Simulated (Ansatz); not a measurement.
**PH3S (SMILES [PH3]=S) at CCSDTQ/STO-3G**

What is the electronic atomisation energy of PH3S at CCSDTQ/STO-3G? 

The calculation is run with Ansatz 0.2.0.

47 further runs of the same task are left out: 47 set aside as unsound or not needed.

**1. The system as given**

The species is PH3S (5 atoms), meant as a singlet with charge 0. SMILES: `[PH3]=S`. Geometry: relaxed at GFN2-xTB.

Bond lengths: P1–S2 1.914 Å, P1–H3 1.394 Å, P1–H4 1.394 Å, P1–H5 1.394 Å. Angles: S2–P1–H3 118.2°, S2–P1–H4 118.2°, S2–P1–H5 118.2°, H3–P1–H4 99.6°, H3–P1–H5 99.4°, H4–P1–H5 99.4°.

**2. The energy at CCSDTQ/STO-3G**

The input, job.yaml:

```yaml
crystal:
  periodic: [false, false, false]
  atoms:
    - {symbol: P, position_ang: [0.007920, -0.006600, 0.007660]}
    - {symbol: S, position_ang: [1.261690, -0.941140, 1.111260]}
    - {symbol: H, position_ang: [-1.166840, 0.461930, 0.594540]}
    - {symbol: H, position_ang: [-0.532470, -0.676580, -1.089190]}
    - {symbol: H, position_ang: [0.429710, 1.162380, -0.624270]}
basis:
  gaussian:
    orbitals: STO-3G
correlation:
  method: ccsdtq
  frozen_orbitals: {H: 0, P: 5, S: 5}
accuracy: high
scf:
  omitted_lower_state_checks: [cluster_reference, increment]
```

The run is started by

```sh
$ ansatz run job.yaml --threads 1 --pin off --max-ram 2610MiB --events-out events.jsonl --progress --plain --runs-dir runs
```

Log:

```text
Warning: RAYON_NUM_THREADS=1 ignored (pool sized by the plan → 1); use --threads N
Functional definition: HF
  name "HF"
  exchange = exact_x
  correlation = 0
these checks for a lower state are left out or cut short: cluster_reference, increment
365 factors; integrals over basis functions are off by at most 2.7e-8 eV
mean field evaluation 1: about -19908.4166 eV, gradient 2.4e1 eV
mean field evaluation 2: about -19908.4446 eV, gradient 2.4e1 eV
mean field evaluation 4: about -19911.3775 eV, gradient 1.7e0 eV
mean field evaluation 8: about -19911.4048 eV, gradient 3.4e-6 eV
mean field -19911.40478389 eV, -731.7306293730 hartree, gradient 5.7e-8 eV, S^2 0.000000; 0 other end points of the search recorded, 0 dependent functions left out
10 core orbitals not correlated: weight in the atoms' cores, before any rotation towards them, 1.000 or more for the frozen orbitals, at most 0.000 for the correlated occupied ones
reference -19911.40478389 eV, -731.7306293730 hartree; 7, 7 occupied and 4, 4 virtual orbitals, 365 factors
second order -1.65037516 eV of doubles, -0.00000000 eV of singles
cycle   1  -2.04088983 eV  change   -3.9e-1 eV  update   7.2e-2
cycle   2  -2.25338883 eV  change   -2.1e-1 eV  update   3.2e-2
cycle   3  -2.34211654 eV  change   -8.9e-2 eV  update   2.1e-2
cycle   4  -2.35418440 eV  change   -1.2e-2 eV  update   6.2e-3
cycle   5  -2.35091319 eV  change    3.3e-3 eV  update   7.3e-3
cycle   6  -2.35129711 eV  change   -3.8e-4 eV  update   2.3e-3
cycle   7  -2.35100940 eV  change    2.9e-4 eV  update   6.5e-4
cycle   8  -2.35096310 eV  change    4.6e-5 eV  update   6.0e-4
cycle   9  -2.35097093 eV  change   -7.8e-6 eV  update   1.7e-4
cycle  10  -2.35098310 eV  change   -1.2e-5 eV  update   5.7e-5
cycle  11  -2.35098463 eV  change   -1.5e-6 eV  update   4.6e-6
cycle  12  -2.35098602 eV  change   -1.4e-6 eV  update   3.2e-6
cycle  13  -2.35098615 eV  change   -1.3e-7 eV  update   1.3e-6
cycle  14  -2.35098593 eV  change    2.2e-7 eV  update   4.6e-7
cycle  15  -2.35098585 eV  change    8.6e-8 eV  update   1.7e-7
cycle  16  -2.35098588 eV  change   -2.9e-8 eV  update   8.3e-8
cycle  17  -2.35098587 eV  change    6.6e-9 eV  update   1.9e-8
cycle  18  -2.35098566 eV  change    2.1e-7 eV  update   4.4e-8
cycle  19  -2.35098560 eV  change    6.6e-8 eV  update   1.7e-8
cycle  20  -2.35098558 eV  change    1.4e-8 eV  update   3.4e-8
cycle  21  -2.35098558 eV  change    2.2e-9 eV  update   1.8e-8
cycle  22  -2.35098558 eV  change  -2.4e-10 eV  update   1.8e-9
cycle  23  -2.35098558 eV  change   -1.1e-9 eV  update   3.5e-9
cycle  24  -2.35098558 eV  change  -6.1e-10 eV  update  4.9e-10
Total energy: -19913.75576947 eV, -731.8170264995 hartree
Checks for a lower state left out: cluster_reference, increment
```

Wall time 1.8 s (1 thread of Intel Xeon 6975P-C (Granite Rapids), shared host); peak memory 0.12 GiB.

**3. The H atom: the energy at UHF/STO-3G**

The input, run.yaml:

```yaml
crystal:
  periodic: [false, false, false]
  atoms:
    - {symbol: H, position_ang: [0.000000, 0.000000, 0.000000]}
basis:
  gaussian:
    orbitals: STO-3G
magnetization:
  spin_polarized: true
  initial_magnetization: 1
hamiltonian:
  xc: hf
accuracy: high
```

Run the same way, it converges to -0.46658 Eh (log not shown).

**4. The P atom at the same level**

The input, in.yaml:

```yaml
crystal:
  periodic: [false, false, false]
  atoms:
    - {symbol: P, position_ang: [0.000000, 0.000000, 0.000000]}
basis:
  gaussian:
    orbitals: STO-3G
accuracy: high
scf:
  omitted_lower_state_checks: [cluster_reference, increment]
total_charge: 0
correlation:
  method: ccsdtq
  frozen_orbitals: {P: 5}
magnetization:
  spin_polarized: true
  initial_magnetization: 3
```

Run the same way, it converges to -336.86877 Eh (log not shown).

**5. The S atom, same level**

The input, job.yaml:

```yaml
crystal:
  periodic: [false, false, false]
  atoms:
    - {symbol: S, position_ang: [0.000000, 0.000000, 0.000000]}
basis:
  gaussian:
    orbitals: STO-3G
accuracy: high
magnetization:
  spin_polarized: true
  initial_magnetization: 2
scf:
  omitted_lower_state_checks: [cluster_reference, increment]
correlation:
  method: ccsdtq
  frozen_orbitals: {S: 5}
```

Run the same way, it converges to -393.13022 Eh (log not shown).

**6. Outcome**

Level: CCSDTQ/STO-3G, 10 core orbitals frozen.

| quantity | value |
| --- | --- |
| molecule: total energy | -731.81703 Eh |
| molecule: correlation energy (10 core orbitals frozen) | -86.4 mEh |
| molecule: T1 diagnostic | 0.014 |
| H atom: total energy | -0.46658 Eh |
| H atom: ⟨S²⟩ | 0.750 |
| P atom: total energy | -336.86877 Eh |
| P atom: correlation energy (5 core orbitals frozen) | 0.0 mEh |
| P atom: ⟨S²⟩ of the reference determinant | 3.750 |
| P atom: T1 diagnostic | 0.000 |
| S atom: total energy | -393.13022 Eh |
| S atom: correlation energy (5 core orbitals frozen) | 0.0 mEh |
| S atom: ⟨S²⟩ of the reference determinant | 2.000 |
| S atom: T1 diagnostic | 0.000 |
| electronic atomisation energy | 11.382 eV |

In words: Taking the molecule apart into free atoms costs 11.38 eV (262 kcal/mol), before zero-point energy and without spin-orbit coupling. In a minimal basis such a difference can be off by several eV, whatever the method.
